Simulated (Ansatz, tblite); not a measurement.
Mg$_{2}$SO: GFN1-xTB, run from Python

These are simulated results from tblite 0.8.0, not measurements. The cell was built from a prototype and was relaxed with r2SCAN in plane waves (Ansatz 0.2.0). It may be hypothetical. All runs are without spin polarisation.

Space group P-4m2 (No. 115), tetragonal; a = 3.675 Å, c = 4.884 Å in the conventional setting, 16.49 Å³ an atom. Around O lie 4 Mg at 2.06 Å; around Mg lie 2 O at 2.06 Å and 2 S at 2.38 Å; around S lie 4 Mg at 2.38 Å.

tblite solves periodic systems at the zone centre alone, so the script builds a cluster of 3×3×2 conventional cells (72 atoms), which folds in a coarse mesh of k points.

run.py reads:

```python
import json
from ase import Atoms
from ase.build import make_supercell
from ase.units import Bohr, GPa, Hartree
from tblite.interface import Calculator

atoms = Atoms(['O', 'Mg', 'S', 'Mg'],
              cell=[[3.674865, -0.0, 0.0], [-0.0, 3.674865, 0.0], [0.0, 0.0, 4.883969]],
              scaled_positions=[[-0.0, -0.0, -0.0], [0.0, 0.5, 0.811317], [0.5, 0.5, 0.5], [0.5, -0.0, 0.188683]],
              pbc=True)
cluster = make_supercell(atoms, [[3, 0, 0], [0, 3, 0], [0, 0, 2]])
calc = Calculator('GFN1-xTB', cluster.numbers, cluster.positions / Bohr, lattice=cluster.cell[:] / Bohr, periodic=cluster.pbc)
calc.set('temperature', 0.02 / Hartree)
calc.set('max-iter', 150)
res = calc.singlepoint()
levels = res.get('orbital-energies') * Hartree
nv = round(res.get('orbital-occupations').sum() / 2)
cells = len(cluster) // len(atoms)
out = {'energy_per_cell': res.get('energy') * Hartree / cells, 'homo': levels[nv - 1], 'lumo': levels[nv],
       'stress': (-res.get('virial') * Hartree / cluster.get_volume() / GPa).tolist(), 'charges': res.get('charges')[:len(atoms)].tolist(), 'electrons': 2 * nv / cells}
json.dump(out, open('results.json', 'w'))
for key, value in out.items():
    print(key, value)
```

Command: `python run.py`. It took 3.1 s on 1 thread of Arm Neoverse V2, with other jobs on the host, peak memory 0.11 GiB.

Output:

```
------------------------------------------------------------
  cycle        total energy    energy error   density error
------------------------------------------------------------
      1     -171.2629711495  -1.7109589E+02   1.1386726E+00
      2     -178.9269785972  -7.6640074E+00   4.0883203E-01
      3     -179.1538075107  -2.2682891E-01   2.6829616E-01
      4     -179.5755864394  -4.2177893E-01   9.7908142E-02
      5     -179.5440419677   3.1544472E-02   5.5749698E-02
      6     -179.5739030185  -2.9861051E-02   3.1851911E-02
      7     -179.5831139261  -9.2109076E-03   1.5353018E-02
      8     -179.5864070848  -3.2931586E-03   6.9796128E-03
      9     -179.5869936251  -5.8654038E-04   3.7590125E-03
     10     -179.5872448045  -2.5117936E-04   6.8089947E-04
     11     -179.5872400446   4.7598958E-06   9.0110877E-04
     12     -179.5872085102   3.1534443E-05   1.7542235E-03
     13     -179.5872142574  -5.7472201E-06   1.6559389E-03
     14     -179.5872517251  -3.7467735E-05   3.5952213E-04
     15     -179.5872533539  -1.6287927E-06   1.2723797E-04
     16     -179.5872535502  -1.9631818E-07   5.2105203E-05
     17     -179.5872535905  -4.0286579E-08   3.9065666E-06
------------------------------------------------------------

 total:                                   2.587 sec
energy_per_cell -271.4898934726231
homo -12.246728574900295
lumo -12.230510777160934
stress [[0.4486507905566218, -5.774916642654797e-06, -5.2524588848613e-06], [-5.774916642553205e-06, 0.4486558477433063, 1.7154472428796674e-06], [-5.252458885175759e-06, 1.7154472431936896e-06, 1.7684233587409774]]
charges [-0.8093562146349615, 0.5789968710998419, -0.3486388458943662, 0.5789996896874121]
electrons 16.0
```

The cycle table is in hartree for the whole cluster, and the lines after it are in eV (the energy for one cell). The printed stress is in GPa and positive in compression, and the pressure is its mean diagonal.

GFN1-xTB gives a level spacing of 0.02 eV, too small to call a gap. On the same cell, plane-wave PBE (Ansatz, 8×8×6 k points and the special points) gives a gap of 1.64 eV and r2SCAN a gap of 2.19 eV; on shared hosts these took about 7.7 and 18 core-seconds on the 4-atom cell, against 3.1 for the script. Semilocal gaps usually lie below measured ones. This method closes a gap that PBE finds, a failure in kind.

The same script was run on cells scaled at fixed shape and fractional coordinates:

```tsv
volume (Å³/atom)	energy (meV/atom)	pressure (GPa, positive in compression)	gap (eV)
14.51	72.4	12.13	0.03
15.50	19.0	5.54	0.02
16.49	0.0	0.89	0.02
17.48	5.2	-2.40	0.01
18.47	27.8	-4.77	0.00
```

A Birch-Murnaghan fit puts the minimum at 16.73 Å³/atom, 1.4 % above the given cell, with a bulk modulus of 60.7 GPa at fixed shape.

xTB was fitted mostly to molecules, and a small cluster samples few k points, so gaps, pressures and kinks along a curve can be far from a solid's.
